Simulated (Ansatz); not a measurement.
# InSb3 (P1) in Ansatz: convergence with k mesh

Aim: find how far k mesh must go before the results for InSb3 settle, at LDA. This setting moves, with any that are tied to it; all else stays.

Program: Ansatz 0.2.0. These are calculated values, not measurements. Logs are shortened: lines on timing, memory, paths and dates and some standing lists are left out, and cuts for length are marked.

**1. The cell of the first run**

The typed cell holds 4 atoms: a = 5.366 Å, b = 5.366 Å, c = 5.366 Å, α = 60.00°, β = 60.00°, γ = 60.00°.

The cell comes from a database or a generator and needn't be the stable form of this composition.

The cell isn't the ideal one: atoms moved at random, drawn with an rms of 0.05 Å.

**2. With k mesh 2 × 2 × 2**

input.yaml reads:

```yaml
crystal:
  lattice:
    - [0.0, 3.794555, 3.794555]
    - [3.794555, 0.0, 3.794555]
    - [3.794555, 3.794555, 0.0]
  atoms:
    - { symbol: Sb, position: [0.505479, 0.511318, 0.484807] }
    - { symbol: Sb, position: [0.751344, 0.750804, 0.731941] }
    - { symbol: Sb, position: [0.242819, 0.263156, 0.24665] }
    - { symbol: In, position: [-0.008564, -0.005178, 0.009168] }
hamiltonian:
  xc: lda
  pseudopotentials: { kind: paw }
kpoints:
  mp_grid: { grid: [2, 2, 2] }
scf:
  occupations: { method: gaussian, width: 0.05 }
output:
  forces: true
  stress: true
  eigenvalues: true
```

Potentials or basis: Ansatz PAW.

Command:

```console
ansatz run input.yaml --threads 2 --pin off --max-ram 5632MiB --backend cpu --events-out ev --progress --plain --runs-dir out
```

The log of the run:

```text
Warning: RAYON_NUM_THREADS=2 ignored (pool sized by the plan → 2); use --threads N
Engine: ansatz 0.2.0, aarch64-unknown-linux-gnu
Pseudopotentials: kind: paw
Pseudopotential: Sb, paw, valence charge 15, recommended cutoff 420 eV (normal), Sb.paw.azcp
Pseudopotential: In, paw, valence charge 13, recommended cutoff 420 eV (normal), In.paw.azcp
Functional definition: SPW92
  exchange = slater_x
  correlation = pw_c
Crystal: 4 atoms, lattice volume = 109.273 Å³
Basis set: ecut = 420 eV, 2109 PW (Γ)
Bands: 35, of which v1, the nominal top of the filled ones, is band 29 counted from 1 (28 counted from 0)
Symmetry: 1 space group operations
Space group: P1 (ITA 1), of the structure as read, at distance tolerance 4.8e-5 Å
k-points: 8
Non-local potential: Sb, projectors of the file, l = 0: 2, l = 1: 2, l = 2: 2, l = 3: 2
Non-local potential: In, projectors of the file, l = 0: 2, l = 1: 2, l = 2: 2, l = 3: 2
PAW form: soft (Blöchl's): semilocal exchange-correlation on the pseudo side does not see the compensation charge
PAW frozen core: Sb, regenerated for the run's functional, and the local potential with it (the file was generated under x = pbe(κ = 0.804, μ = 0.2195149727645171), c = pbe(β = 0.06672455060314922))
PAW frozen core: In, regenerated for the run's functional, and the local potential with it (the file was generated under x = pbe(κ = 0.804, μ = 0.2195149727645171), c = pbe(β = 0.06672455060314922))
PAW one-centre angular grid: Sb, 590 points (default); XC on 64 Gauss nodes
PAW one-centre angular grid: In, 590 points (default); XC on 64 Gauss nodes
Initial density: superposition of atomic densities (neutral atoms: chi_scale 0, normalization atom), corrected by the library's trained network
Initial wavefunctions: pseudopotential atomic-orbital guess
Functional: x = slater, c = lda
SCF iter   1: F=—  HF=-24464.105644 eV  |F-HF|=—  |Δ(HF+E_count)|=         —  Δρ=9.28e-3  dr2=1.15e-1  ethr=1.77e-3  ⟨swp⟩=12.5  Hψ=1336  notcnv=0
preconditioner: auto → Resta (q_TF=auto, 2.455 Å⁻¹)  ε∞=4.1  [insulator: Δε(μ)=0.359 eV  Ē_g=10.730 eV  σ=0.050 eV  W_gap=0.64  n_scr=26 (ndim 8)  ℏωp=18.8 eV  f_vac=0.000  D(μ)=7.70/eV (n_scr^D=64)  ε∞_Penn≈4.1]
SCF iter   2: F=—  HF=-24464.069762 eV  |F-HF|=—  |Δ(HF+E_count)|=   3.59e-2  Δρ=5.14e-3  dr2=3.57e-2  ethr=1.99e-4  ⟨swp⟩=2.2  Hψ=382  notcnv=0  defer=10
SCF iter   3: F=—  HF=-24464.056920 eV  |F-HF|=—  |Δ(HF+E_count)|=   1.28e-2  Δρ=8.09e-4  dr2=6.16e-4  ethr=6.16e-5  ⟨swp⟩=3.5  Hψ=492  notcnv=0  defer=10
SCF iter   4: F=—  HF=-24464.056724 eV  |F-HF|=—  |Δ(HF+E_count)|=   1.96e-4  Δρ=3.89e-4  dr2=1.04e-4  ethr=1.06e-6  ⟨swp⟩=2.0  Hψ=504  notcnv=0  defer=10
SCF iter   5: F=—  HF=-24464.056656 eV  |F-HF|=—  |Δ(HF+E_count)|=   6.82e-5  Δρ=9.62e-5  dr2=5.95e-6  ethr=1.80e-7  ⟨swp⟩=2.0  Hψ=504  notcnv=0  defer=10
SCF iter   6: F=—  HF=-24464.056657 eV  |F-HF|=—  |Δ(HF+E_count)|=   1.22e-6  Δρ=2.26e-5  dr2=5.76e-7  ethr=1.03e-8  ⟨swp⟩=2.0  Hψ=508  notcnv=0  defer=10
SCF iter   7: F=-24464.056657 eV  HF=-24464.056657 eV  |F-HF|=2.15e-8  |Δ(HF+E_count)|=   2.05e-7  Δρ=5.14e-6  dr2=2.53e-8  ethr=1.72e-10  ⟨swp⟩=9.9  Hψ=1060  notcnv=0
SCF 1 converged in 7 iterations: F = -24464.056657 eV  dr2 = 2.53e-8
SCF converged after 7 iterations
Free energy (F): -24464.056657 eV
Harris-Foulkes:  -24464.056657 eV  (|F-HF|=2.15e-8)
Internal energy: -24464.047019 eV  (E = F + TS)
E sigma→0 (E₀):  -24464.051838 eV
Entropy (-TS):   -0.009638 eV (-2.410 meV/atom)
Fermi energy:    10.852938 eV
--- Per-component energies (eV) ---
  E_band       = -490.680938
  E_kinetic    = 865.295574
  E_local      = -5482.209356  (includes V_loc(G=0)·N_el)
  E_nonlocal   = 1465.293660
  E_hartree    = 2416.633092
  E_xc         = -628.290156
  E_vxc        = -394.190197  (∫ρ·V_xc dr)
  E_paw        = -17288.590892  (= ΣΔE_a)
  E_vpaw       = -1778.124110  (= ΣTr[D̂ρ^β])
  E_aug_tail   = 0.000019  (compensation charges beyond the density's cutoff)
  E_ewald      = -5814.139966
  E_core_change = 1.961007  (= ΣΔE_core)
  E_smearing   = -0.009638  (= −TS)
  E_closure    = -0.000000  (closes the sum)
  Σ components = -24464.056657   (vs F -24464.056657, Δ=0.00e0)
--- Forces (eV/Å), atoms counted from 1 ---
  atom   1  Sb     0.04021232     0.02915458    -0.22228643
  atom   2  Sb     0.38068551     0.18070024    -0.03558553
  atom   3  Sb    -0.29561387     0.01734060    -0.11417548
  atom   4  In    -0.12528384    -0.22719809     0.37203417
  max |Σ_I F_I| component: 1.33e-5 eV/Å
--- Stress (GPa, compression-positive) ---
       -3.028587       0.034010       0.020298
        0.034010      -3.109844       0.129813
        0.020298       0.129813      -3.076270
  P = ⅓ Tr σ = -3.0716 GPa (-30.716 kbar)
--- Band table (eV; the first three rows and the last of 8) ---
  k-point 0: bands = ["-18.6001", "-18.5991", "-18.5972", "-18.5955", "-18.5920", "-18.5787", "-18.5768", "-18.5764", "-18.5571", "-18.5556", "-18.5231", "-18.5194", "-18.5125", "-18.5085", "-18.5073", "-3.4324", "-3.4248", "-3.4117", "-3.3867", "-3.3847", "-1.7049", "2.5940", "3.7176", "7.9585", "8.0471", "8.1225", "8.1709", "8.2729", "8.3218", "8.4338", "9.7952", "9.9884", "10.2100", "14.2165", "14.2328"]
  k-point 1: bands = ["-18.6079", "-18.6018", "-18.5911", "-18.5843", "-18.5807", "-18.5736", "-18.5722", "-18.5701", "-18.5692", "-18.5678", "-18.5288", "-18.5242", "-18.5165", "-18.5074", "-18.5030", "-3.4511", "-3.4158", "-3.4061", "-3.3885", "-3.3878", "-0.3534", "0.7065", "2.7905", "5.7073", "7.0604", "7.3166", "7.8741", "8.1339", "10.2604", "10.5741", "12.5144", "12.6344", "13.6227", "13.8192", "14.0139"]
  k-point 2: bands = ["-18.6081", "-18.6021", "-18.5907", "-18.5846", "-18.5789", "-18.5738", "-18.5728", "-18.5716", "-18.5691", "-18.5673", "-18.5289", "-18.5238", "-18.5165", "-18.5075", "-18.5028", "-3.4495", "-3.4177", "-3.4066", "-3.3887", "-3.3872", "-0.3357", "0.6825", "2.7838", "5.7259", "7.0401", "7.3217", "7.8825", "8.1634", "10.2672", "10.5615", "12.4966", "12.6292", "13.6172", "13.8138", "14.0158"]
  k-point 7: bands = ["-18.6071", "-18.6028", "-18.5996", "-18.5817", "-18.5760", "-18.5743", "-18.5730", "-18.5720", "-18.5702", "-18.5669", "-18.5248", "-18.5242", "-18.5176", "-18.5046", "-18.5034", "-3.4387", "-3.4263", "-3.4170", "-3.3879", "-3.3838", "-0.1545", "0.4646", "2.6812", "5.9518", "7.0576", "7.2625", "8.0156", "8.2252", "10.3305", "10.4089", "12.3735", "12.4523", "13.7024", "13.8226", "14.0072"]
```

It took 1.1 s on 2 threads of Arm Neoverse V1, shared host; peak memory 0.34 GiB.

Results:

```
Free energy            : -24464.0567 eV
Pressure               : -3.1 GPa
Largest force          : 0.454 eV/Å
Band gap on the k mesh : none (metal or under the smearing width)
```

**3. With k mesh 3 × 3 × 3**

input.yaml, as its differences from that of step 2:

```diff
@@ -14,3 +14,3 @@
 kpoints:
-  mp_grid: { grid: [2, 2, 2] }
+  mp_grid: { grid: [3, 3, 3] }
 scf:
```

Potentials or basis: Ansatz PAW.

Command:

```console
ansatz run input.yaml --threads 2 --pin off --max-ram 5632MiB --backend cpu --events-out ev --progress --plain --runs-dir out
```

It took 2.8 s on 2 threads of Arm Neoverse V1, shared host; peak memory 0.33 GiB.

Results:

| Quantity | Value |
| --- | --- |
| Free energy | -24463.9071 eV |
| Pressure | -2.3 GPa |
| Largest force | 0.168 eV/Å |
| Band gap on the k mesh | none (metal or under the smearing width) |

**4. With k mesh 4 × 4 × 4**

input.yaml, as its differences from that of step 3:

```diff
@@ -14,3 +14,3 @@
 kpoints:
-  mp_grid: { grid: [3, 3, 3] }
+  mp_grid: { grid: [4, 4, 4] }
 scf:
```

Command:

```console
ansatz run input.yaml --threads 2 --pin off --max-ram 5632MiB --backend cpu --events-out ev --progress --plain --runs-dir out
```

Run time: 6.1 s. Hardware: 2 threads of Arm Neoverse V1, shared host; peak memory 0.37 GiB.

Results:

* Free energy: -24463.6834 eV
* Pressure: -5.2 GPa
* Largest force: 0.216 eV/Å
* Band gap on the k mesh: none (metal or under the smearing width)

**5. With k mesh 5 × 5 × 5**

input.yaml, as its differences from that of step 4:

```diff
@@ -14,3 +14,3 @@
 kpoints:
-  mp_grid: { grid: [4, 4, 4] }
+  mp_grid: { grid: [5, 5, 5] }
 scf:
```

Command:

```console
ansatz run input.yaml --threads 2 --pin off --max-ram 5632MiB --backend cpu --events-out ev --progress --plain --runs-dir out
```

Run time: 11 s. Hardware: 2 threads of Arm Neoverse V1, shared host; peak memory 0.44 GiB.

Results:

```yaml
Free_energy: -24463.9867 eV
Pressure: -3.9 GPa
Largest_force: 0.283 eV/Å
Band_gap_on_the_k_mesh: none (metal or under the smearing width)
```

**6. With k mesh 6 × 6 × 6**

input.yaml, as its differences from that of step 5:

```diff
@@ -14,3 +14,3 @@
 kpoints:
-  mp_grid: { grid: [5, 5, 5] }
+  mp_grid: { grid: [6, 6, 6] }
 scf:
```

Potentials or basis: Ansatz PAW.

Command:

```console
ansatz run input.yaml --threads 2 --pin off --max-ram 5632MiB --backend cpu --events-out ev --progress --plain --runs-dir out
```

Run time: 19 s. Hardware: 2 threads of Arm Neoverse V1, shared host; peak memory 0.54 GiB.

It converged, with:

| Quantity | Value |
| --- | --- |
| Free energy | -24463.8522 eV |
| Pressure | -4.2 GPa |
| Largest force | 0.158 eV/Å |
| Band gap on the k mesh | none (metal or under the smearing width) |

**7. With k mesh 7 × 7 × 7**

input.yaml, as its differences from that of step 6:

```diff
@@ -14,3 +14,3 @@
 kpoints:
-  mp_grid: { grid: [6, 6, 6] }
+  mp_grid: { grid: [7, 7, 7] }
 scf:
```

Command:

```console
ansatz run input.yaml --threads 2 --pin off --max-ram 5632MiB --backend cpu --events-out ev --progress --plain --runs-dir out
```

Run time: 29 s. Hardware: 2 threads of Arm Neoverse V1, shared host; peak memory 0.68 GiB.

It converged, with:

| Property | Result |
| --- | --- |
| Free energy | -24463.8778 eV |
| Pressure | -3.5 GPa |
| Largest force | 0.177 eV/Å |
| Band gap on the k mesh | none (metal or under the smearing width) |

**8. With k mesh 8 × 8 × 8**

input.yaml, as its differences from that of step 7:

```diff
@@ -14,3 +14,3 @@
 kpoints:
-  mp_grid: { grid: [7, 7, 7] }
+  mp_grid: { grid: [8, 8, 8] }
 scf:
```

Command:

```console
ansatz run input.yaml --threads 2 --pin off --max-ram 5632MiB --backend cpu --events-out ev --progress --plain --runs-dir out
```

Run time: 43 s. Hardware: 2 threads of Arm Neoverse V1, shared host; peak memory 0.87 GiB.

It converged, with:

```yaml
Free_energy: -24463.9217 eV
Pressure: -4.3 GPa
Largest_force: 0.225 eV/Å
Band_gap_on_the_k_mesh: none (metal or under the smearing width)
```

**9. With k mesh 10 × 10 × 10**

input.yaml, as its differences from that of step 8:

```diff
@@ -14,3 +14,3 @@
 kpoints:
-  mp_grid: { grid: [8, 8, 8] }
+  mp_grid: { grid: [10, 10, 10] }
 scf:
```

Potentials or basis: Ansatz PAW.

Command:

```console
ansatz run input.yaml --threads 2 --pin off --max-ram 5632MiB --backend cpu --events-out ev --progress --plain --runs-dir out
```

It took 85 s on 2 threads of Arm Neoverse V1, shared host; peak memory 1.4 GiB.

Results (log left out):

```
Free energy            : -24463.9227 eV
Pressure               : -4.1 GPa
Largest force          : 0.206 eV/Å
Band gap on the k mesh : none (metal or under the smearing width)
```

**10. Result**

```csv
k mesh,"energy less the tightest run, at zero smearing (meV/atom)",pressure (GPa),largest force (eV/Å),SCF cycles,CPU time (s),peak memory (GiB)
2 × 2 × 2,-32.75,-3.07,0.454,7,2.1,0.34
3 × 3 × 3,4.76,-2.26,0.168,7,5.4,0.33
4 × 4 × 4,61.07,-5.18,0.216,7,12,0.37
5 × 5 × 5,-15.89,-3.94,0.283,7,22,0.44
6 × 6 × 6,17.82,-4.20,0.158,7,37,0.54
7 × 7 × 7,11.32,-3.52,0.177,7,58,0.68
8 × 8 × 8,0.23,-4.31,0.225,7,87,0.87
10 × 10 × 10,0.00,-4.12,0.206,7,170,1.4
```

Against the tightest run, the energy stays within 1 meV/atom from 8 × 8 × 8 on. Not settled before the last step: the pressure (to 0.1 GPa), the largest force (to 0.005 eV/Å). Meshes of other sizes hit other points, so gaps and Fermi surfaces needn't settle smoothly. The tightest run that finished is the yardstick and may itself not be fully converged.

Caveats: the PAW data sets come from PBE, with cores solved anew for the run's functional, which leaves a small shift of forces and pressure.
